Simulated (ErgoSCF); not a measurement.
**UOLYP/STO-3G run of InH2Cl (SMILES [Cl][InH2])**

Aim: the energy difference between two shapes of InH2Cl at UOLYP/STO-3G, from 2 runs. 

The results are computed with ErgoSCF 3.8.

5 further runs of the same task are left out: 5 set aside as unsound or not needed.

## (1) The structure to begin with

InH2Cl: 4 atoms, total charge 0, spin state singlet. As SMILES, `[Cl][InH2]`. Geometry: a GFN2-xTB relaxation, a rough one for these elements and not checked as a minimum.

Bond lengths: Cl1–In2 2.279 Å, In2–H3 1.712 Å, In2–H4 1.712 Å. Angles: Cl1–In2–H3 120.1°, Cl1–In2–H4 120.4°, H3–In2–H4 119.5°.

## (2) The energy at UOLYP/STO-3G

Input file mol.xyz:

```xyz
4

Cl    -1.785870     0.677770    -0.966420
In     0.116460    -0.042860     0.061760
H      0.538810    -1.701600     0.023050
H      1.130600     1.066690     0.881610
```

Input file input.ego:

```
set_nthreads(1)
molecule "mol.xyz"
scf.max_number_of_iterations = 150
tmpdir = "."
XC.type = "LMG"
scf.convergence_threshold = 1e-06
scf.force_unrestricted = 1
basis = "STO-3G"
spin_polarization = 0
scf.starting_guess_disturbance = 0.05
scf.output_mulliken_pop = 1
run "OLYP"
```

The basis set STO-3G is read from a file made from the Basis Set Exchange's data (not shown).

Started as:

```sh
$ ergo input.ego
```

The program printed, cut to the lines that bear on the results:

```text
[...]
INDF Weighted mixed functional:
[...]
INSC Energy   1 =      -6292.99585821178
[...]
INDE PURIFICATION CONVERGED after 43 iterations
[...]
INDE PURIFICATION CONVERGED after 43 iterations
[...]
INDE PURIFICATION CONVERGED after 29 iterations
[...]
INDE E(LUMO) - E(HOMO) <=          0.17944792335 =          4.88302677658 eV
[...]
INSC Energy  14 =      -6143.22204013046  ( diff     -0.000000000141881 )
[...]
RESC CONVERGED after  14 iterations.
RESC FINAL ENERGY:      -6143.22204013046
RESC FINAL <S2> =          0.00000000002
[...]
INSC SCF: dipole_moment_x [atomic units] =       0.73824261
INSC SCF: dipole_moment_y [atomic units] =      -0.27654525
INSC SCF: dipole_moment_z [atomic units] =       0.39649294
[...]
```

Wall time 5.1 s (1 thread of Arm Neoverse V1, shared host); peak memory 0.39 GiB.

## (3) The distorted shape at the same level

Input file mol.xyz:

```xyz
4
ClH2In
Cl    -1.744142     0.659104    -0.987625
In     0.146824    -0.050919     0.055062
H      0.535931    -1.723018     0.018952
H      1.133219     1.081106     0.875640
```

Input file ergo.in:

```
set_nthreads("env")
scf.max_number_of_iterations = 150
scf.convergence_threshold = 1e-06
scf.output_mulliken_pop = 1
scf.force_unrestricted = 1
tmpdir = "."
basis = "STO-3G"
XC.type = "LMG"
scf.starting_guess_disturbance = 0.05
molecule "mol.xyz"
run "OLYP"
```

The basis set STO-3G is read from a file made from the Basis Set Exchange's data (not shown).

Started as:

```sh
$ ergo ergo.in
```

The program printed, cut to the lines that bear on the results:

```text
[...]
INDF Weighted mixed functional:
[...]
INSC Energy   1 =      -6293.00020822912
[...]
INDE PURIFICATION CONVERGED after 43 iterations
[...]
INDE PURIFICATION CONVERGED after 43 iterations
[...]
INDE PURIFICATION CONVERGED after 29 iterations
[...]
INDE E(LUMO) - E(HOMO) <=          0.21161127479 =          5.75823615996 eV
[...]
INSC Energy  14 =      -6143.22246553994  ( diff     -0.000000000134605 )
[...]
RESC CONVERGED after  14 iterations.
RESC FINAL ENERGY:      -6143.22246553994
RESC FINAL <S2> =          0.00000000003
[...]
INSC SCF: dipole_moment_x [atomic units] =       0.75903741
INSC SCF: dipole_moment_y [atomic units] =      -0.27304785
INSC SCF: dipole_moment_z [atomic units] =       0.40421052
[...]
```

Run time: 5.1 s. Hardware: 1 thread of Arm Neoverse V1, shared host; peak memory 0.39 GiB.

## (4) Results

Level: UOLYP/STO-3G.

| quantity | value |
| --- | --- |
| first shape: total energy | -6143.22204 Eh |
| first shape: dipole moment | 2.24 D |
| distorted shape: total energy | -6143.22247 Eh |
| distorted shape: dipole moment | 2.29 D |
| energy change with the atoms displaced | -0.012 eV |

In words: With the atoms displaced the energy falls by 0.01 eV (0.3 kcal/mol). The first shape isn't relaxed at this level, so the change isn't measured from a minimum. The minimal basis adds a large error of its own. Mulliken charges (first shape) run from -0.41 on Cl1 to +0.70 on In2. Relativity is left out (first shape) although the molecule holds a heavy atom. Mulliken charges (distorted shape) run from -0.41 on Cl1 to +0.70 on In2; they depend strongly on the basis. Relativity is left out (distorted shape) although the molecule holds a heavy atom.
